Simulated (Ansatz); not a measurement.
**CoPd3: single point with PBEsol**

Crystal: CoPd3.

```
CELL_PARAMETERS angstrom
3.85037 0.00000 0.00000
0.00000 3.85037 0.00000
0.00000 0.00000 3.85037
ATOMIC_POSITIONS crystal
Pd 0.50000 0.50000 0.00000
Pd 0.50000 0.00000 0.50000
Pd 0.00000 0.50000 0.50000
Co 0.00000 0.00000 0.00000
```

The cell comes from a database or a generator and needn't be the stable form of this composition.

```json
{
 "Program": "Ansatz 0.2.0",
 "Task": "single point",
 "Functional": "PBEsol",
 "Potentials or basis": "all-electron LAPW, scalar-relativistic",
 "Cutoff": "273 eV (chosen from the basis error)",
 "Basis error allowed": "0.001 eV/atom",
 "k mesh": "7 × 7 × 7",
 "Occupations": "fermi-dirac, width 0.05 eV",
 "Spin": "collinear spin, ferromagnetic start",
 "Starting moments": "[0.0, 0.0, 0.0, 2.0] μB"
}
```

```json
{
  "Pressure": "-7.5 GPa",
  "Band gap on the k mesh": "none (metal or under the smearing width)",
  "Net moment": "3.02 μB per cell",
  "Absolute moment": "3.27 μB per cell",
  "Site moments": "Pd +0.34; Co +2.08 μB"
}
```

Levels at points of the mesh, in eV from the Fermi level:
Spin up:
```tsv
k point	band 50	band 51	band 52	band 53	band 54	band 55
(0.00, 0.00, 0.00)	0.04	0.04	0.04	2.69	2.69	2.69
```
Spin down:
| k point | band 46 | band 47 | band 48 | band 49 | band 50 | band 51 | band 52 | band 53 |
| --- | --- | --- | --- | --- | --- | --- | --- | --- |
| (0.00, 0.00, 0.00) | 0.36 | 0.36 | 0.42 | 0.42 | 0.76 | 0.76 | 0.76 | 2.75 |

It took 19 s on 4 threads of Arm Neoverse V2, on a shared host, peak memory 0.74 GiB.
